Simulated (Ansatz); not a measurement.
# C2H5BrSi, SMILES [SiH3]C=CBr: harmonic frequencies at the relaxed geometry

With the Python package of Ansatz (0.2.0).

The script reads `c2h5brsi.xyz`:
```text
9

Si   -0.48360    1.20770   -0.06640
C    -0.15420   -0.47660    0.38200
C     0.73540   -1.24650   -0.21800
Br    1.18850   -2.98820    0.30310
H    -0.28940    2.13950    1.06260
H     0.33110    1.69390   -1.20970
H    -1.92710    1.36330   -0.48150
H    -0.70800   -0.83530    1.19900
H     1.39580   -0.90420   -0.98820
```

Run as a notebook:

**Cell 1**
```python
import ansatz as az
import numpy as np
```

**Cell 2**
```python
c2h5brsi = az.Crystal.molecule_from_extxyz("c2h5brsi.xyz")
```

**Cell 3**
```python
base = c2h5brsi.calculation().basis(gaussian="def2-SVP").functional("pbe")
symbols = [site.symbol for site in c2h5brsi.cartesian_sites]
start = np.array([site.position_ang for site in c2h5brsi.cartesian_sites], dtype=float)
r = base.relax(force_tolerance=0.003).run().report
end = np.array(r["positions_ang"])
```

**Cell 4**
```python
print("bond        before    after (A)")
for i, j in [(0, 1), (0, 4), (0, 5), (0, 6), (1, 2), (1, 7), (2, 3), (2, 8)]:
    d0, d1 = (np.linalg.norm(xyz[i] - xyz[j]) for xyz in (start, end))
    print(f"{symbols[i]}{i}-{symbols[j]}{j}".ljust(10), f"{d0:8.4f} {d1:8.4f}")
for i, j, k in [(1, 0, 4), (1, 0, 5), (1, 0, 6), (4, 0, 5), (4, 0, 6), (5, 0, 6), (0, 1, 2), (0, 1, 7)]:
    u, v = end[i] - end[j], end[k] - end[j]
    print(f"angle {symbols[i]}{i}-{symbols[j]}{j}-{symbols[k]}{k}: {np.degrees(np.arccos(np.clip(u @ v / np.linalg.norm(u) / np.linalg.norm(v), -1, 1))):.2f} deg")
```
Output:
```text
bond        before    after (A)
Si0-C1       1.7738   1.8798
Si0-H4       1.4767   1.5057
Si0-H5       1.4857   1.5041
Si0-H6       1.5100   1.5057
C1-C2        1.3207   1.3452
C1-H7        1.0502   1.1048
C2-Br3       1.8736   1.8998
C2-H8        1.0707   1.1020
angle C1-Si0-H4: 110.57 deg
angle C1-Si0-H5: 109.04 deg
angle C1-Si0-H6: 110.56 deg
angle H4-Si0-H5: 109.42 deg
angle H4-Si0-H6: 107.80 deg
angle H5-Si0-H6: 109.42 deg
angle Si0-C1-C2: 121.82 deg
angle Si0-C1-H7: 119.44 deg
```

**Cell 5**
```python
minimum = az.Crystal.molecule()
for symbol, xyz in zip(symbols, end):
    minimum = minimum.atom(symbol, xyz.tolist())
vibrating = (
    minimum.calculation()
    .basis(gaussian="def2-SVP")
    .functional("pbe")
    .phonons(temperatures=(200, 600, 100))
)
vib = vibrating.run().report["vibrations"]
sums = vib["harmonic_sums"]
modes = [m["omega_inv_cm"] for m in sums["modes_at_gamma"] if m["rigid_motion"] == "no"]
print("frequencies (1/cm):", " ".join(f"{w:.0f}" for w in modes))
print("imaginary modes:", sum(w < 0 for w in modes), " zero-point energy:", round(sums["zero_point_energy_ev"], 4), "eV")
print("T (K)   F_vib (eV)   S_vib (meV/K)   C_vib (meV/K)")
for row in zip(sums["temperatures_k"], sums["vibrational_free_energy_ev"], vib["entropy_ev_per_k"], vib["heat_capacity_ev_per_k"]):
    print(f"{row[0]:6.1f} {row[1]:11.4f} {1000 * row[2]:13.4f} {1000 * row[3]:15.4f}")
```
Output:
```text
frequencies (1/cm): 128 156 165 258 576 597 690 760 772 890 897 919 941 1123 1235 1584 2160 2162 2176 3090 3124
imaginary modes: 0  zero-point energy: 1.5127 eV
T (K)   F_vib (eV)   S_vib (meV/K)   C_vib (meV/K)
 200.0      1.4871        0.3233          0.4068
 300.0      1.4445        0.5294          0.6240
 400.0      1.3812        0.7359          0.8139
 500.0      1.2976        0.9344          0.9653
 600.0      1.1947        1.1216          1.0867
```

The frequencies are harmonic and unscaled, in a modest basis. The result belongs to the one conformer reached from this start, and soft torsions count as harmonic oscillators. Finished in 2.5 min on 1 thread of Arm Neoverse V1, on a shared host, peak memory 0.22 GiB.

(Lines on the test bed's own set-up are left out of the output.)
